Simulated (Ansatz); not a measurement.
# CdCu: the cost of one run

Computed with Ansatz 0.2.0 (DFT PBE, scalar-relativistic, plane waves, PAW, unless a step's input says otherwise).

## 1. Starting point

It takes space group F-43m (No. 216, cubic). The conventional cell has a = 5.340 Å, b = 5.340 Å, c = 5.340 Å, α = 90.00°, β = 90.00°, γ = 90.00°. Cd (site symmetry -43m) has 4 Cu at 2.31 Å as nearest neighbours. Cu (site symmetry -43m) has 4 Cd at 2.31 Å as nearest neighbours.

Structure file:

```cif
data_structure
_symmetry_space_group_name_H-M 'F-43m'
_symmetry_Int_Tables_number 216
_cell_length_a 5.3401
_cell_length_b 5.3401
_cell_length_c 5.3401
_cell_angle_alpha 90.000
_cell_angle_beta 90.000
_cell_angle_gamma 90.000
_cell_volume 152.28
loop_
_atom_site_label
_atom_site_type_symbol
_atom_site_symmetry_multiplicity
_atom_site_Wyckoff_symbol
_atom_site_fract_x
_atom_site_fract_y
_atom_site_fract_z
_atom_site_occupancy
Cd1 Cd 4 a 0.00000 0.00000 0.00000 1
Cu1 Cu 4 c 0.25000 0.25000 0.25000 1
```

A structure generator made this guess: species swapped into a database cell of CdS (F-43m, No. 216), with Cu on the S sites. Its size is a rough estimate.

## 2. A first look at the guess

File input.yaml:

```yaml
crystal:
  lattice:
    - [0.0, 2.67004519, 2.67004519]
    - [2.67004519, 0.0, 2.67004519]
    - [2.67004519, 2.67004519, 0.0]
  atoms:
    - { symbol: Cd, position: [0.0, 0.0, 0.0] }
    - { symbol: Cu, position: [0.75, 0.75, 0.75] }
basis:
  ecutwfc: 420
kpoints:
  mp_grid: { grid: [6, 6, 6] }
hamiltonian:
  xc: pbe
scf:
  occupations: { method: gaussian, width: 0.1 }
  lower_state_search: "off"
output:
  forces: true
  stress: true
  eigenvalues: true
```

Started as:

```sh
$ ansatz run input.yaml --threads 1 --pin off --max-ram 2048MiB --backend cpu --events-out ev --progress --plain --runs-dir out
```

Q: Estimate wall time and peak memory on 1 thread of Arm Neoverse V2, shared host.

About 1.3 s, with a peak of 0.29 GiB.
